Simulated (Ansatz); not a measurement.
YMg3, space group P-6m2, a check of PAW against all-electron LAPW

Computed with Ansatz's Python interface.

Interactive session:
```pycon
>>> from dataclasses import dataclass
>>> import ansatz as az
>>> import numpy as np
>>> @dataclass(frozen=True)
... class Options:
...     xc: str = 'PBEsol'
...     k_length: int = 20
...     occupations: str = 'Methfessel-Paxton'
...     smearing_width: float = 0.1
...
>>> settings = Options()
>>> def count_gap(report):
...     # lowest empty less highest filled band, counting bands; zero where they overlap
...     return max(report.get('gap_by_band_count_ev') or 0.0, 0.0)
...
>>> vectors = np.array([
...     [3.30798521, 0.0, 0.0],
...     [-1.65399261, 2.86479923, 0.0],
...     [0.0, 0.0, 10.932285],
... ])
>>> crystal = (
...     az.Lattice.of(vectors)
...     .atom('Y', (2 / 3, 1 / 3, 0.5))
...     .atom('Mg', (2 / 3, 1 / 3, 0.0))
...     .atom('Mg', (1 / 3, 2 / 3, 0.242118))
...     .atom('Mg', (1 / 3, 2 / 3, 0.757882))
... )
>>> len(crystal.resolved().sites)
4
>>> model = crystal.calculation()
>>> model = model.functional(settings.xc)
>>> model = model.kpoints(length=settings.k_length)
>>> model = model.occupations(settings.occupations, width=settings.smearing_width).stress()
>>> model = model.forces().band_table()
>>> variants = {
...     'PAW': model.pseudopotentials('paw'),
...     'LAPW': model.pseudopotentials('all_electron', lapw=True),
... }
>>> # totals differ by the cores that each treatment holds, so compare what does not depend on them
>>> rows = []
>>> for label, variant in variants.items():
...     report = variant.run(threads=1).report
...     levels = np.array(report['eigenvalues_ev'][0]) - report['fermi_energy_ev']
...     print(label, 'levels at the first k-point near E_F:', np.round(levels[np.abs(levels) < 5], 3))
...     rows.append((label, report['n_electrons'], np.trace(report['stress_gpa']) / 3, float(np.abs(report['forces_ev_ang']).max()), count_gap(report)))
...
DeckWarning: basis.ecutwfc = 420 eV, auto-derived from the records' recommended cutoffs: set by Y (normal level)
PAW levels at the first k-point near E_F: [-4.817 -4.326 -1.599 -0.832  1.971  2.299  2.299  4.743]
LAPW levels at the first k-point near E_F: [-4.817 -4.326 -1.599 -0.832  1.972  2.299  2.299  4.743  4.743]
>>> for row in rows:
...     print('; '.join(f'{name} = {round(v, 4) if isinstance(v, float) else v}' for name, v in zip(['treatment', 'electrons in bands', 'P GPa', 'max force component eV/A', 'gap by band count eV'], row)))
...
treatment = PAW; electrons in bands = 41.0; P GPa = -1.2309; max force component eV/A = 0.0839; gap by band count eV = 0.0
treatment = LAPW; electrons in bands = 57.0; P GPa = -1.2457; max force component eV/A = 0.0843; gap by band count eV = 0.0
```

PAW gives -1.231 GPa and LAPW -1.246 GPa, 0.015 GPa apart. They took 2.5 and 20.7 s of processor time.

Notes:
- The computed bands are complete only to about 1.6 eV above the Fermi level.
- The mesh is modest for a metal, so energies can be off by several to tens of meV an atom and pressures by half a GPa or more; differences at equal mesh fare better.
- A gap by band count of zero or less means overlapping bands, a metal, and at an odd count of electrons it is no gap at all.
- This cell is a computed structure, which may not be the phase found in nature.
- Levels are Kohn-Sham eigenvalues on this mesh, without spin-orbit coupling.
- Warnings are shown shortened and without file and line.
- Pressure is positive in compression; the treatments may keep other shells as core, so totals and counts of electrons can differ.
- Wall time of the script: 24 s on 1 thread of Arm Neoverse V2 (shared host), peak memory 0.48 GiB.
